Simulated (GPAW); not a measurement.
The system is BaTiO3.

```
Ba Ti O
1.0
     4.00600    0.00000    0.00000
     0.00000    4.00600    0.00000
     0.00000    0.00000    4.00600
Ba Ti O
1 1 3
Cartesian
  2.0030 2.0030 2.0030
  0.0000 0.0000 0.0000
  0.0000 0.0000 2.0030
  0.0000 2.0030 0.0000
  2.0030 0.0000 0.0000
```

Base run:

| Item | Value |
| --- | --- |
| Program | GPAW 26.7.0 |
| Functional | PBEsol |
| Potentials or basis | PAW data sets generated in the run's folder for this functional |
| Cutoff | 800 eV |
| Basis | pw |
| k mesh | 7 × 7 × 7 |
| Occupations | fermi-dirac, width 0.05 eV |
| Spin | no spin polarisation |
| Hubbard terms | Ti d U = 2 eV |

Its results: band gap on the k mesh 2.05 eV, indirect (least direct gap 2.15 eV); pressure -2.3 GPa.

Question: The run is repeated on the same cell with these changes: hubbard terms from Ti d U = 2 eV to Ti d U = 1 eV. What comes out?

Answer: Band gap on the k mesh 1.92 eV, indirect (least direct gap 2.01 eV); pressure -2.7 GPa.

Caveats: spin-orbit coupling is left out, which moves the levels of the heavy elements.

A k mesh can miss the band edges.
